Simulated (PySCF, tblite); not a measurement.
**CH₁₄OSi₅: geometry, infrared bands and NMR shifts**

Aim: predict the infrared bands and NMR shifts of CH₁₄OSi₅ (`C[Si]([SiH3])([SiH3])[SiH2][SiH2]O`).

Computed with tblite 0.8.0 and PySCF 2.14.0, with density-fitted response routines of our own, on a single molecule in the gas phase. Atoms count from 0, in the outputs and in this text.

## 1. The starting structure

21 atoms, charge 0, multiplicity 1; geometry from: force field or distance geometry start.

Bonds of the start (Å): C0–Si1 1.83, Si1–Si2 2.28, Si1–Si3 2.28, Si1–Si4 2.29, Si4–Si5 2.29, Si5–O6 1.66, C0–H7 1.09, C0–H8 1.10, C0–H9 1.10, Si2–H10 1.47, Si2–H11 1.49, Si2–H12 1.49, Si3–H13 1.49, Si3–H14 1.48, Si3–H15 1.49, Si4–H16 1.48, Si4–H17 1.50, Si5–H18 1.48, Si5–H19 1.49, O6–H20 0.97.

## 2. Geometry optimisation with GFN2-xTB

Job settings and geometry (Å):

```
{"job": {"kind": "relax", "xc": "GFN2-xTB", "basis": "xTB"}, "charge": 0, "multiplicity": 1}
C     -2.281100    -0.533900    -1.460700
Si    -0.868000     0.034900    -0.449500
Si    -1.555100     0.776700     1.594400
Si     0.208100     1.777100    -1.448200
Si     0.599400    -1.684900    -0.106100
Si     2.340600    -0.993200     1.211500
O      3.114400     0.319700     0.541800
H     -1.960900    -0.878300    -2.441200
H     -3.006600     0.272800    -1.622700
H     -2.832700    -1.356800    -0.976700
H     -0.413500     1.258100     2.389000
H     -2.540400     1.886000     1.423100
H     -2.229500    -0.324300     2.339700
H      0.923000     1.301300    -2.660000
H     -0.794800     2.796900    -1.846900
H      1.164300     2.418000    -0.498700
H     -0.121000    -2.814900     0.528400
H      1.088500    -2.169200    -1.435700
H      3.352200    -2.061500     1.399100
H      1.853700    -0.589400     2.556400
H      3.950500     0.581700     0.962700
```

Command:

```
OMP_NUM_THREADS=1 python probes_run.py task.json out
```

One launch serves the whole session: the jobs run in the order shown.

**Question.** This job is followed by: GFN2-xTB harmonic vibrations, gas phase; GIAO PBE0/pcSseg-1 NMR shielding, non-relativistic, gas phase. What will the session give for the following? strongest single infrared mode (GFN2-xTB); zero-point energy (GFN2-xTB); ¹³C shifts against TMS (PBE0/pcSseg-1); ¹H shifts against TMS (PBE0/pcSseg-1, means over atoms taken as alike); ²⁹Si shifts against TMS (PBE0/pcSseg-1, means over atoms taken as alike); ¹⁷O shifts against H2O (PBE0/pcSseg-1); surface potential, 1st and 99th percentile.

As calculated:

```
                                                                quantity                             value
                               strongest single infrared mode (GFN2-xTB)             751 cm⁻¹, 1142 km/mol
                                            zero-point energy (GFN2-xTB)                     82.2 kcal/mol
                                  ¹³C shifts against TMS (PBE0/pcSseg-1)                          -4.0 ppm
  ¹H shifts against TMS (PBE0/pcSseg-1, means over atoms taken as alike)  5.50, 3.66, 3.61, 0.40, 0.34 ppm
²⁹Si shifts against TMS (PBE0/pcSseg-1, means over atoms taken as alike)  -19.9, -89.7, -104.0, -106.2 ppm
                                  ¹⁷O shifts against H2O (PBE0/pcSseg-1)                           9.3 ppm
                                   surface potential, 1st and 99th percentile                -0.53 V and 2.14 V
```

In words: Over 181 steps the energy fell by 0.461 eV; of the close pairs, C0–Si1 changed most, 1.828 to 1.926 Å. The lowest mode is imaginary (27i cm⁻¹), so the xTB geometry is not a minimum. The strongest single mode, at 751 cm⁻¹, has its largest shares on H10, H11, H15 and H12 (the list is cut at 4 atoms). GFN2-xTB is a fitted tight-binding method: band positions and strengths are rough. Its intensities can rank the bands wrongly. At PBE0/pcSseg-1: The largest span, 161 ppm, is at Si5, where the paramagnetic term is -510 ppm. At PBE0/pcSseg-1, counted by nearest atom on the grid, the HOMO lies on Si1, Si4 about 26 % each; Si5 9 %, the LUMO on Si5 19 %; Si1, Si4 about 12 % each.
